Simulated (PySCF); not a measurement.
# BMe2(CF3): geometry, NMR shifts, electronic excitations, spin-spin couplings and core binding energies

Aim: predict the NMR shifts, electronic excitations, spin-spin couplings and core binding energies of BMe2(CF3) (`CB(C)C(F)(F)F`).

Computed with PySCF 2.14.0, with density-fitted response routines of our own, on a single molecule in the gas phase. Atoms count from 0, in the outputs and in this text.

## 1. The molecule as given

13 atoms, charge 0, multiplicity 1; geometry from: GFN2-xTB. The atoms were then displaced at random by about 0.03 Å, so the start is not that level's minimum.

Bonds of the start (Å): B0–C1 1.48, B0–C5 1.68, B0–C9 1.60, C1–H2 1.09, C1–H3 1.12, C1–H4 1.08, C5–H6 1.09, C5–H7 1.03, C5–H8 1.04, C9–F10 1.34, C9–F11 1.35, C9–F12 1.35.

## 2. Geometry optimisation at PBE0-D3(BJ)/def2-SVP

Job settings and geometry (Å):

```
{"job": {"xc": "PBE0", "basis": "def2-SVP", "d3": "d3bj", "grid": 1, "maxiter": 40, "shake": 0.03, "kind": "geom"}, "charge": 0, "multiplicity": 1}
B      0.108510     0.011030     0.020880
C      1.587280     0.022240    -0.012740
H      1.893340    -0.493830    -0.924170
H      2.078500    -0.556650     0.814000
H      2.082900     0.985600    -0.004570
C     -0.825340     1.402570     0.002390
H     -0.485360     2.052870     0.815030
H     -1.837560     1.234560     0.076970
H     -0.645090     1.966880    -0.850320
C     -0.755880    -1.336830     0.037950
F      0.007770    -2.441930     0.006060
F     -1.562070    -1.452530    -1.034110
F     -1.616370    -1.446100     1.074830
```

The run is started by

```bash
OMP_NUM_THREADS=1 python probes_run.py task.json out
```

One launch serves the whole session: the jobs run in the order shown.

**Question.** This job is followed by: GIAO PBE0/pcSseg-1 NMR shielding, non-relativistic, gas phase; TDDFT B3LYP/def2-SVPD, vertical, gas phase, core orbitals frozen in the response; B3LYP/pcJ-1 indirect spin-spin coupling, non-relativistic, gas phase; GIAO B3LYP/pcSseg-1 NMR shielding, non-relativistic, gas phase; delta-SCF UKS SCAN, pcX-2 on the ionised atom (unc-x2c-TZVPall on a metal), pcseg-1 elsewhere, spin-free X2C. What will the session give for the following? rotational constants (main isotopes); 13C shifts against TMS (PBE0/pcSseg-1, means over atoms taken as alike); 1H shifts against TMS (PBE0/pcSseg-1, means over atoms taken as alike); 11B shifts against BF3·OEt2 (PBE0/pcSseg-1); 19F shifts against CFCl3 (PBE0/pcSseg-1, means over atoms taken as alike); surface potential, 1st and 99th percentile; lowest singlet (B3LYP/def2-SVPD); brightest single state of those computed; lowest triplet; largest coupling of the table (B3LYP/pcJ-1); C1s binding energies, SCAN/pcX-2; B1s binding energies, SCAN/pcX-2; F1s binding energies, SCAN/pcX-2; range of the shift of C9.

The runs gave:

| quantity | value |
| --- | --- |
| rotational constants (main isotopes) | 3.24, 2.20, 1.74 GHz |
| 13C shifts against TMS (PBE0/pcSseg-1, means over atoms taken as alike) | 132.3, 12.9 ppm |
| 1H shifts against TMS (PBE0/pcSseg-1, means over atoms taken as alike) | 1.15 ppm |
| 11B shifts against BF3·OEt2 (PBE0/pcSseg-1) | 81.9 ppm |
| 19F shifts against CFCl3 (PBE0/pcSseg-1, means over atoms taken as alike) | -89.4 ppm |
| surface potential, 1st and 99th percentile | -0.76 V and 1.59 V |
| lowest singlet (B3LYP/def2-SVPD) | 5.96 eV (208 nm), f = 0.000 |
| brightest single state of those computed | state 5, 8.40 eV, f = 0.163 |
| lowest triplet | 5.39 eV |
| largest coupling of the table (B3LYP/pcJ-1) | 1J(C,F) C9–F10, -359.7 Hz |
| C1s binding energies, SCAN/pcX-2 | C9 297.30, C1 290.69 eV |
| B1s binding energies, SCAN/pcX-2 | B0 196.69 eV |
| F1s binding energies, SCAN/pcX-2 | F10 693.58 eV |
| range of the shift of C9 | 132.3 to 134.7 ppm |

**Reading.** The start was shaken at random, so part of the energy gained undoes that. The optimisation took 5 steps and gained 0.517 eV; among the close pairs (by a distance rule), B0–C5 changed most, from 1.676 to 1.558 Å. At PBE0/pcSseg-1: Shielding is most anisotropic at B0 (span 183 ppm, paramagnetic term -169 ppm). By nearest atom (PBE0/pcSseg-1), the HOMO sits on C9 21 %; B0 20 % and the LUMO on B0 58 %. The lowest singlet, at 5.96 eV, is HOMO→LUMO 0.99 and is dark; of the 10 states computed, the strongest absorption comes from state 5 at 8.40 eV. The lowest triplet lies 0.57 eV below the lowest singlet (triplets in Tamm-Dancoff, singlets in full TDDFT). Of the pairs tabulated at B3LYP/pcJ-1, C9–F10 (mean over like pairs) couples most strongly (-359.7 Hz; Fermi contact -338.7 Hz). Density functionals describe couplings to fluorine poorly, F–F couplings above all, so those rows are rough. C9 (carbon bonded to B, 3 F) binds its C1s electron 6.61 eV more tightly than C1 (carbon bonded to B, 3 H). Across the 2 runs the shift of C9 moves most, between 132.3 (PBE0/pcSseg-1) and 134.7 ppm (B3LYP/pcSseg-1).
